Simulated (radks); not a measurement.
# Ionising bismuth step by step, Bi¹¹⁺ to Bi¹⁵⁺

How much does each further electron of bismuth cost? Each ion is computed in its NIST ground configuration. Each value is a difference of total energies (Δ-SCF).

Program: radks (a radial shooting solver on a logarithmic mesh, Libxc functionals) version 1. Level of theory: scalar-relativistic Kohn-Sham, SCAN, spin-polarised, spherical densities, finite nucleus; open shells are filled with parallel spins first. These are calculated values, not measurements, unless marked.

## Step 1: Starting point

- element: bismuth (Z = 83)
- charges: 11 to 15
- first configuration: [Xe] 4f14 5d4
- last configuration: [Xe] 4f14

The outer shells:

Bi¹¹⁺
```
[Xe] core
4f [↑↓][↑↓][↑↓][↑↓][↑↓][↑↓][↑↓]
5d [↑ ][↑ ][↑ ][↑ ][  ]
```

Bi¹⁵⁺
```
[Xe] core
4f [↑↓][↑↓][↑↓][↑↓][↑↓][↑↓][↑↓]
```

## Step 2: Bi¹¹⁺, [Xe] 4f14 5d4

Settings of this run:

```text
Z 83
configuration [Xe] 4f14 5d4 6s0 6p0
relativity scalar-relativistic
functional scan,scan
spin polarised
nucleus finite rms 5.5211 fm
c 137.035999084
```

## Step 3: Bi¹²⁺, [Xe] 4f14 5d3

Settings of this run:

```text
Z 83
configuration [Xe] 4f14 5d3
relativity scalar-relativistic
functional scan,scan
spin polarised
nucleus finite rms 5.5211 fm
c 137.035999084
```

## Step 4: Bi¹³⁺, [Xe] 4f14 5d2

Input: that of step 3 with these lines changed.

```diff
@@ -1,3 +1,3 @@
 Z 83
-configuration [Xe] 4f14 5d3
+configuration [Xe] 4f14 5d2
 relativity scalar-relativistic
```

## Step 5: Bi¹⁴⁺, [Xe] 4f14 5d1

Input: that of step 4 with these lines changed.

```diff
@@ -1,3 +1,3 @@
 Z 83
-configuration [Xe] 4f14 5d2
+configuration [Xe] 4f14 5d1
 relativity scalar-relativistic
```

## Step 6: Bi¹⁵⁺, [Xe] 4f14

Input: that of step 5 with these lines changed.

```diff
@@ -1,3 +1,3 @@
 Z 83
-configuration [Xe] 4f14 5d1
+configuration [Xe] 4f14
 relativity scalar-relativistic
```

Q: Predict the outcome of this session. Wanted: for each run, species; configuration; Δ-SCF; −ε(HOMO); NIST; error.

As calculated:

| species | configuration | Δ-SCF (eV) | −ε(HOMO) (eV) | NIST (eV) | error (%) |
| --- | --- | --- | --- | --- | --- |
| Bi¹¹⁺ | [Xe] 4f14 5d4 | 208.99 | 198.82 | 208 (theory) | +0.5 |
| Bi¹²⁺ | [Xe] 4f14 5d3 | 229.77 | 219.43 | 229 (theory) | +0.3 |
| Bi¹³⁺ | [Xe] 4f14 5d2 | 250.90 | 240.41 | 252 (theory) | -0.4 |
| Bi¹⁴⁺ | [Xe] 4f14 5d1 | 272.26 | 261.71 | 273 (semi-emp.) | -0.1 |

**Reading.** Reference values: NIST Atomic Spectra Database (exp. measured, semi-emp. semi-empirical, theory a theoretical value adopted there). The steepest step, after dividing by the final charge, comes at Bi¹²⁺ in [Xe] 4f14 5d3, where the value goes from 208.99 to 229.77 eV. Minus the highest eigenvalue gives 95 to 96 % of the Δ-SCF value along the ladder. Open shells are spherical and high-spin; term and fine-structure splittings are not resolved. Spin-orbit splitting is averaged out at the scalar-relativistic level.
